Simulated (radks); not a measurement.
# Cs⁻ held by a Watson sphere

The task here is to estimate one member of a computed series from the others.

Program: radks (a radial shooting solver on a logarithmic mesh, Libxc functionals) version 1. Level of theory: scalar-relativistic Kohn-Sham, r2SCAN, spin-unpolarised, spherical densities, finite nucleus. These are calculated values, not measurements, unless marked.

**What is computed**

| Item | Value |
| --- | --- |
| element | caesium (Z = 55) |
| charge | -1 |
| electrons | 56 |
| configuration | [Xe] 6s2 |
| nuclear rms radius | 4.8041 fm |

Outer shells as boxes (Hund's rule):

Cs⁻
```
[Xe] core
6s [↑↓]
```

Set-up of the first run:

Settings of this run:

```text
Z 55
configuration [Xe] 6s2
relativity scalar-relativistic
functional r2scan,r2scan
spin unpolarised
nucleus finite rms 4.8041 fm
c 137.035999084
watson charge 1 radius 2.82 bohr
```

Among the steps run: R = 2.82 bohr; R = 2.85 bohr; R = 4.71 bohr; R = 4.75 bohr; R = 5.04 bohr; R = 5.33 bohr; R = 5.51 bohr; R = 6.56 bohr.

One of the session's tables, all rows but one given; the rest of the session is left out.

```
R (bohr)  highest level (eV)  its <r> (bohr)  sum of <r²> (bohr²)
    2.82              -3.187           5.010                107.8
    2.85              -3.187           5.012                107.8
    4.71              -2.945           5.442                118.3
    4.75              -2.936           5.456                118.6
    5.04              -2.871           5.554                121.0
    5.33              -2.803           5.654                123.4
    5.51                   ?               ?                    ?
    6.56              -2.515           6.063                134.1
```

**Question.** Estimate the row for R (bohr) = 5.51.

Worked estimate for «highest level (eV)». A straight line through the neighbours (5.33, -2.803) and (6.56, -2.515) gives -2.803 + (-2.515 + 2.803) × (5.51 − 5.33) / (6.56 − 5.33) = -2.761; a parabola fitted to 3 rows on both sides gives -2.761.

**Answer.** highest level (eV): -2.761; its <r> (bohr): 5.716; sum of <r²> (bohr²): 124.9. In «highest level (eV)» the line misses by 0.000 and the parabola by 0.000.

In words: From R = 2.82 to 6.56 bohr the top level moves from -3.187 to -2.515 eV and its mean radius from 5.01 to 6.06 bohr. A wider sphere makes a shallower well, so the ion swells.
